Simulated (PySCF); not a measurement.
# CrCuH4O6 ([(OH)2Cr(mu-O)2Cu(OH)2]2-): the cost of one run

Computed with PySCF 2.14.0 and routines of our own; the level stands in each step. Atoms count from 0.

### 1 The system as given

12 atoms, charge -2, high-spin multiplicity 4; geometry from: idealised, bond lengths from ionic radii.

The system (edge-sharing dimer): [(OH)2Cr(mu-O)2Cu(OH)2]2-. The metals (Cr(IV), Cu(II)) are 2.61 Å apart; the bridge angle is 93°; the spin sites are atom 0 (2 unpaired) and atom 1 (1 unpaired).

### 2 Magnetic exchange: PBE0/def2-SVP H:def2-SV(P) in water

The job: settings as JSON, then the geometry in Å.

```
{"job": {"kind": "bs", "xc": "PBE0", "basis": {"default": "def2-SVP", "H": "def2-SV(P)"}, "grid": 1, "solvent": "water"}, "charge": -2, "high_spin_multiplicity": 4, "spin_sites": [[[0], 2], [[1], 1]]}
Cr    -1.490200    -0.111100    -0.144400
Cu     1.118200    -0.111100    -0.144400
O     -0.299700     1.128100    -0.144400
O     -0.299700    -1.350300    -0.144400
O     -2.459400    -0.111100     1.300700
H     -2.242900     0.555300     1.971500
O     -2.459400    -0.111100    -1.589400
H     -2.242900     0.555300    -2.260200
O      2.442000    -1.474000    -0.144400
H      2.746100    -1.787200     0.721900
O      2.442000     1.251900    -0.144400
H      2.746100     1.565000     0.721900
```

With the program's defaults for keys left out, this is: PBE0/def2-SVP H:def2-SV(P) high-spin and broken-symmetry single points, IEF-PCM water.

On the command line:

```bash
> OMP_NUM_THREADS=1 python exch_run.py task.json out
```

The driver reads the jobs from task.json and runs them one after another.

**Question.** How long does this first job take on 1 thread of Intel Xeon Platinum 8488C, shared host, and how much memory does it need?

About 38 s, with a peak of 0.65 GiB.
